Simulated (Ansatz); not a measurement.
# SrEuS2: the cost of one run

Method: DFT PBEsol+U (U_eff = 6 eV on Eu 4f), scalar-relativistic, plane waves, PAW, in Ansatz 0.2.0.

3 further runs of the same task are left out: 3 set aside as unsound or not needed.

## Step 1: The starting structure

The cell holds 16 atoms (Eu4S8Sr4): a = 8.376 Å, b = 8.376 Å, c = 8.376 Å, α = 60.02°, β = 60.02°, γ = 60.02°.

Structure file:

```xyz
16
Lattice="-4.1889 2.4184 -6.8380 4.1889 2.4184 -6.8380 0.0000 -4.8369 -6.8380" Properties=species:S:1:pos:R:3 pbc="T T T"
Eu   -2.0944   -1.2092   -6.8380
Eu    2.1123   -1.2263   -6.8298
Eu    0.0514    2.4286   -6.8824
Eu   -0.0105   -0.0074    0.0180
S     2.0944   -1.2092  -11.9923
S     0.0000    2.4184  -11.9923
S     0.0000    0.0000   -5.1544
S     2.0944    1.2092   -8.5216
S    -2.0944    1.2092   -8.5216
S     0.0000   -2.4184   -8.5216
S     0.0000    0.0000  -15.3596
Sr   -2.0944    3.6277  -10.2570
Sr    2.0260    3.6150  -10.3127
Sr   -0.0817    2.4335  -17.1188
Sr   -0.0488    0.0299  -10.2308
S     2.0521    1.1891  -11.1303
```

The host was relaxed before at PBEsol+U (U_eff = 6 eV on Eu 4f): a = 4.189 Å, b = 4.189 Å, c = 20.514 Å, α = 90.00°, β = 90.00°, γ = 120.00° (conventional cell), 25.977 Å³/atom.

Places, in fractions of the supercell: a vacancy on S at (0.751, 0.251, 0.751); S as an interstitial at (0.375, 0.875, 0.375). Its neighbours start displaced at random, with a spread of 0.04 Å in each coordinate.

## Step 2: Band edges of the host over the zone

The input, input.yaml:

```yaml
crystal:
  lattice:
    - [2.0944357809, 1.2092230619, 6.8379741433]
    - [-2.0944357809, 1.2092230619, 6.8379741433]
    - [0.0, -2.4184461238, 6.8379741433]
  atoms:
    - { symbol: Eu, position: [0.0, 0.0, 0.0], spin: 7.53 }
    - { symbol: S, position: [0.7487379175, 0.7487379175, 0.7487379175] }
    - { symbol: S, position: [0.2512620825, 0.2512620825, 0.2512620825] }
    - { symbol: Sr, position: [0.5, 0.5, 0.5] }
basis:
  ecutwfc: 420
  xc_grid: 2
kpoints:
  mp_grid: { grid: [9, 9, 9] }
  band_path: { path: [VBM, CBM], npoints: 2 }
hamiltonian:
  xc: pbesol
  hubbard: { sites: [{ species: Eu, l: f, u_eff: 6.0 }] }
scf:
  occupations: { method: gaussian, width: 0.02 }
  lower_state_search: "off"
output:
  forces: true
  stress: true
  eigenvalues: true
  populations: true
  hubbard: { sites: [{ species: Eu, l: f }] }
magnetization:
  spin_polarized: true
checkpoint:
  read: start.run
  write: ck
  compress: false
  write_wavefunctions: false
  write_every: 100000
```

The run starts from a saved state of the same cell, the folder start.run.

Run with:

```
$ ansatz run input.yaml --threads 8 --pin off --max-ram 14336MiB --backend cpu --events-out ev --progress --plain --runs-dir out
```

**Question.** How long does this run take on 8 threads of Arm Neoverse V1, shared host, and how much memory does it need?

About 9.3 s, with a peak of 0.93 GiB.
